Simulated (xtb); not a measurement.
**B3NH5Cl (SMILES BNBBCl) at GFN2-xTB**

We compute a geometry optimisation of B3NH5Cl. 

The calculation is run with xtb 6.7.1.

4 further runs of the same task are left out: 4 set aside as unsound or not needed.

## 1. The system as given

The species is B3NH5Cl (10 atoms), meant as a singlet with charge 0. SMILES: `BNBBCl`. All atoms were displaced at random from a relaxed shape. The run starts from this shape.

Bond lengths: B1–N2 1.376 Å, N2–B3 1.423 Å, B3–B4 1.630 Å, B4–Cl5 1.856 Å, B1–H6 1.285 Å, B1–H7 1.110 Å, N2–H8 1.041 Å, B3–H9 1.053 Å, B4–H10 1.158 Å. Some angles: B1–N2–B3 122.4°, N2–B3–B4 123.0°, B3–B4–Cl5 122.9°, B1–N2–H8 124.1°, B3–N2–H8 113.5°, N2–B1–H6 109.5°, N2–B1–H7 124.1°, N2–B3–H9 116.7°, B4–B3–H9 120.0°, B3–B4–H10 126.3°.

## 2. A structure relaxation at GFN2-xTB

struc.xyz

```xyz
10
start
B     -1.45329     0.07211    -0.56524
N     -0.77005    -0.66488     0.37483
B      0.58100    -0.38861     0.72632
B      1.48205     0.74177    -0.02727
Cl     2.43683     0.39721    -1.58164
H     -2.65518    -0.37203    -0.66682
H     -1.00016     0.88855    -1.16481
H     -1.19068    -1.44268     0.92416
H      1.01834    -1.01369     1.45187
H      1.63457     1.83751     0.31604
```

Started as:

```sh
$ xtb struc.xyz -o extreme > run.log 2> xtb.err
```

**Question.** What will come out? Wanted: total energy at the end; dipole moment; HOMO energy; LUMO energy; HOMO–LUMO gap; dispersion energy; mean polarisability.

Answer, from the run:

At GFN2-xTB:

| quantity | value |
| --- | --- |
| total energy at the end | -13.78594 Eh |
| dipole moment | 2.62 D |
| HOMO energy | -10.24 eV |
| LUMO energy | -6.99 eV |
| HOMO–LUMO gap | 3.25 eV |
| dispersion energy | -14.24 kJ/mol |
| mean polarisability (D4 model) | 61.0 bohr³ |

What this shows: At the final geometry: Bond lengths: B1–N2 1.408 Å, N2–B3 1.418 Å, B3–B4 1.668 Å, B4–Cl5 1.705 Å, B1–H6 1.171 Å, B1–H7 1.170 Å, N2–H8 1.012 Å, B3–H9 1.182 Å, B4–H10 1.182 Å. Some angles: B1–N2–B3 127.7°, N2–B3–B4 122.8°, B3–B4–Cl5 121.9°, B1–N2–H8 115.9°, B3–N2–H8 116.4°, N2–B1–H6 119.6°, N2–B1–H7 118.6°, N2–B3–H9 115.9°, B4–B3–H9 121.3°, B3–B4–H10 123.8°. The optimisation took 13 steps and changed the energy by -0.737 eV.
